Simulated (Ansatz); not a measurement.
# CaGeO3: properties at the relaxed cell

An exercise on one series of results from a longer session: the logs are not shown, and one member is left open.

Method: DFT PBEsol, scalar-relativistic, plane waves, PAW, in Ansatz 0.2.0.

## Starting point

The structure is orthorhombic, space group Pnma (No. 62). Conventional cell: a = 5.304 Å, b = 7.454 Å, c = 5.259 Å, α = 90.00°, β = 90.00°, γ = 90.00°. Around Ca (site symmetry m) lie 8 O at 2.31 to 2.60 Å. Ge (site symmetry -1) is surrounded by 6 O at 1.91 Å. O (site symmetry m) has 2 Ge at 1.91 Å and 2 Ca at 2.31 to 2.40 Å as nearest neighbours. O (site symmetry 1) has 2 Ge at 1.91 Å and 3 Ca at 2.33 to 2.60 Å as nearest neighbours.

As a file:

```cif
data_structure
_symmetry_space_group_name_H-M 'Pnma'
_symmetry_Int_Tables_number 62
_cell_length_a 5.3041
_cell_length_b 7.4540
_cell_length_c 5.2595
_cell_angle_alpha 90.000
_cell_angle_beta 90.000
_cell_angle_gamma 90.000
_cell_volume 207.94
loop_
_atom_site_label
_atom_site_type_symbol
_atom_site_symmetry_multiplicity
_atom_site_Wyckoff_symbol
_atom_site_fract_x
_atom_site_fract_y
_atom_site_fract_z
_atom_site_occupancy
Ca1 Ca 4 c 0.04083 0.25000 0.99129 1
Ge1 Ge 4 b 0.50000 0.00000 0.00000 1
O1 O 4 c 0.48494 0.25000 0.07370 1
O2 O 8 d 0.28836 0.03838 0.71038 1
```

It is the result of an earlier relaxation at this level (volume 10.40 Å³/atom; gap on the mesh: 2.35 eV).

The first run:

input.yaml

```yaml
crystal:
  lattice:
    - [5.2505610086, 0.0, 0.0]
    - [0.0, 7.3786761385, 0.0]
    - [0.0, 0.0, 5.2063332497]
  atoms:
    - { symbol: Ca, position: [0.0408252645, 0.25, 0.9912880986] }
    - { symbol: Ca, position: [0.9591747355, 0.75, 0.0087119014] }
    - { symbol: Ca, position: [0.4591747355, 0.75, 0.4912880986] }
    - { symbol: Ca, position: [0.5408252645, 0.25, 0.5087119014] }
    - { symbol: Ge, position: [0.5, 0.0, 0.0] }
    - { symbol: Ge, position: [0.5, 0.5, 0.0] }
    - { symbol: Ge, position: [0.0, 0.0, 0.5] }
    - { symbol: Ge, position: [0.0, 0.5, 0.5] }
    - { symbol: O, position: [0.4849408502, 0.25, 0.0737044812] }
    - { symbol: O, position: [0.5150591498, 0.75, 0.9262955188] }
    - { symbol: O, position: [0.0150591498, 0.75, 0.5737044812] }
    - { symbol: O, position: [0.9849408502, 0.25, 0.4262955188] }
    - { symbol: O, position: [0.2883581051, 0.0383822539, 0.7103789906] }
    - { symbol: O, position: [0.7116418949, 0.5383822539, 0.2896210094] }
    - { symbol: O, position: [0.2116418949, 0.9616177461, 0.2103789906] }
    - { symbol: O, position: [0.7883581051, 0.4616177461, 0.7896210094] }
    - { symbol: O, position: [0.7116418949, 0.9616177461, 0.2896210094] }
    - { symbol: O, position: [0.2883581051, 0.4616177461, 0.7103789906] }
    - { symbol: O, position: [0.7883581051, 0.0383822539, 0.7896210094] }
    - { symbol: O, position: [0.2116418949, 0.5383822539, 0.2103789906] }
basis:
  ecutwfc: 420
kpoints:
  mp_grid: { grid: [6, 4, 6] }
hamiltonian:
  xc: pbesol
scf:
  occupations: { method: gaussian, width: 0.02 }
output:
  forces: true
  stress: true
  eigenvalues: true
relax:
  adjacent_minimum: "off"
  f_tol: 0.01
  max_steps: 30
  cell: { stress_tol: 0.1, fix: [volume] }
```

Command:

```bash
$ ansatz run input.yaml --threads 4 --pin off --max-ram 10240MiB --backend cpu --events-out ev --progress --plain --runs-dir out
```

Among the steps run: Volume × 0.97; Point at V/V0 = 1.03; Volume × 0.94; The cell scaled to 1.06 of its volume; Volume × 0.91; Volume × 1.10; Point at V/V0 = 0.88.

One of the session's tables, all rows but one given; the rest of the session is left out.

It belongs to the step «Energy against volume». 

```
volume (Å³/atom)  energy above the lowest point (meV/atom)  pressure (GPa)  gap on the mesh (eV)
           9.149                                     109.4           31.62                  3.81
           9.461                                      57.8           21.62                  3.38
           9.773                                         ?               ?                     ?
          10.085                                       5.7            6.03                  2.65
          10.397                                       0.0            0.01                  2.35
          10.709                                       5.1           -5.07                  2.07
          11.021                                      19.2           -9.34                  1.83
          11.437                                      49.7          -13.98                  1.56
```

**Question.** Estimate the row for volume (Å³/atom) = 9.773.

Worked estimate for «energy above the lowest point (meV/atom)». A straight line through the neighbours (9.461, 57.8) and (10.085, 5.7) gives 57.8 + (5.7 − 57.8) × (9.773 − 9.461) / (10.085 − 9.461) = 31.8; a parabola fitted to 4 rows on both sides gives 24.1.

As computed: energy above the lowest point (meV/atom): 24.2; pressure (GPa): 13.17; gap on the mesh (eV): 3.00. In «energy above the lowest point (meV/atom)» the line misses by +7.6 and the parabola by -0.1.
